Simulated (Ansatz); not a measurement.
Write a Python script for Ansatz 0.2.0, Python API that makes an atomisation energy of C₂H₈AlN, SMILES C[CH](N)[AlH2]. Use (for the species named): Hartree-Fock, cc-pVTZ basis, multiplicity 1.

```yaml
atoms:
  - { symbol: C, position_ang: [-1.1238, 0.5908, 0.4526] }
  - { symbol: C, position_ang: [0.2144, 0.3017, -0.1015] }
  - { symbol: N, position_ang: [1.1296, 0.1349, 0.9879] }
  - { symbol: Al, position_ang: [0.2185, -1.3667, -1.2048] }
  - { symbol: H, position_ang: [-1.8893, 0.7556, -0.4142] }
  - { symbol: H, position_ang: [-1.1395, 1.6020, 1.0132] }
  - { symbol: H, position_ang: [-1.5059, -0.1713, 1.1157] }
  - { symbol: H, position_ang: [0.5968, 1.1480, -0.7703] }
  - { symbol: H, position_ang: [2.1172, -0.0091, 0.6380] }
  - { symbol: H, position_ang: [1.2265, 1.0387, 1.5481] }
  - { symbol: H, position_ang: [-0.8216, -1.4506, -2.4568] }
  - { symbol: H, position_ang: [1.0543, -2.6294, -0.7740] }
```

The script, `c2h8aln_tae.py`:
```python
'''Energy to split C2H8AlN into its atoms.'''

from collections import Counter
from dataclasses import dataclass

import ansatz
from ase import Atoms


@dataclass(frozen=True)
class RunConfig:
    basis: str = 'cc-pVTZ'
    functional: str = 'hf'


cfg = RunConfig()


def energy_of(molecule, charge=0, unpaired=0):
    calc = (
        molecule.calculation()
        .basis(gaussian=cfg.basis)
        .functional(cfg.functional)
    )
    if charge:
        calc = calc.charge(charge)
    if unpaired:
        calc = calc.spin('collinear', total=unpaired)
    return calc.run(threads=1).report['free_energy_ev']


def main() -> None:
    atoms = Atoms(['C', 'C', 'N', 'Al', 'H', 'H', 'H', 'H', 'H', 'H', 'H', 'H'], positions=[
        (-1.1238, 0.5908, 0.4526),
        (0.2144, 0.3017, -0.1015),
        (1.1296, 0.1349, 0.9879),
        (0.2185, -1.3667, -1.2048),
        (-1.8893, 0.7556, -0.4142),
        (-1.1395, 1.602, 1.0132),
        (-1.5059, -0.1713, 1.1157),
        (0.5968, 1.148, -0.7703),
        (2.1172, -0.0091, 0.638),
        (1.2265, 1.0387, 1.5481),
        (-0.8216, -1.4506, -2.4568),
        (1.0543, -2.6294, -0.774),
    ])
    c2h8aln = ansatz.Crystal.molecule_from_ase(atoms)

    # unpaired electrons of the ground-state atoms
    unpaired = {'C': 2, 'N': 3, 'Al': 1, 'H': 1}
    counts = Counter(site.symbol for site in c2h8aln.cartesian_sites)
    atom_energy = {s: energy_of(ansatz.Crystal.molecule().atom(s, (0, 0, 0)), 0, unpaired[s]) for s in counts}
    whole = energy_of(c2h8aln, 0, 0)
    for s, e in atom_energy.items():
        print(f'{s:2s} x{counts[s]}  {e:14.5f} eV')
    print(f'C2H8AlN: {whole:.5f} eV')
    split = sum(counts[s] * e for s, e in atom_energy.items()) - whole
    print(f'atomisation energy (no zero-point term): {23.060548 * split:.1f} kcal/mol, {split / sum(counts.values()):.3f} eV an atom')


if __name__ == '__main__':
    main()
```

```console
$ python c2h8aln_tae.py
C  x2     -1025.63982 eV
N  x1     -1480.31804 eV
Al x1     -6581.86397 eV
H  x8       -13.60052 eV
C2H8AlN: -10252.31947 eV
atomisation energy (no zero-point term): 693.1 kcal/mol, 2.504 eV an atom
```

693.1 kcal/mol from the electronic energies, without the zero-point term.

Notes:
- Total energies depend on the basis set; only differences at equal settings carry meaning.
- The geometry is a force-field or estimated start, not a minimum of this method, and the basis set is short of its limit. All parts are taken at fixed geometry, without zero-point energy.
- Hartree-Fock leaves correlation out, so bond, atomisation and ionisation energies come out well too low.
- For Al to Cl the sets with a tight d function, cc-pV(X+d)Z, are usual.
- Hardware and time: 3.9 s on 1 thread of Arm Neoverse V1, with other jobs on the host, peak memory 0.46 GiB.
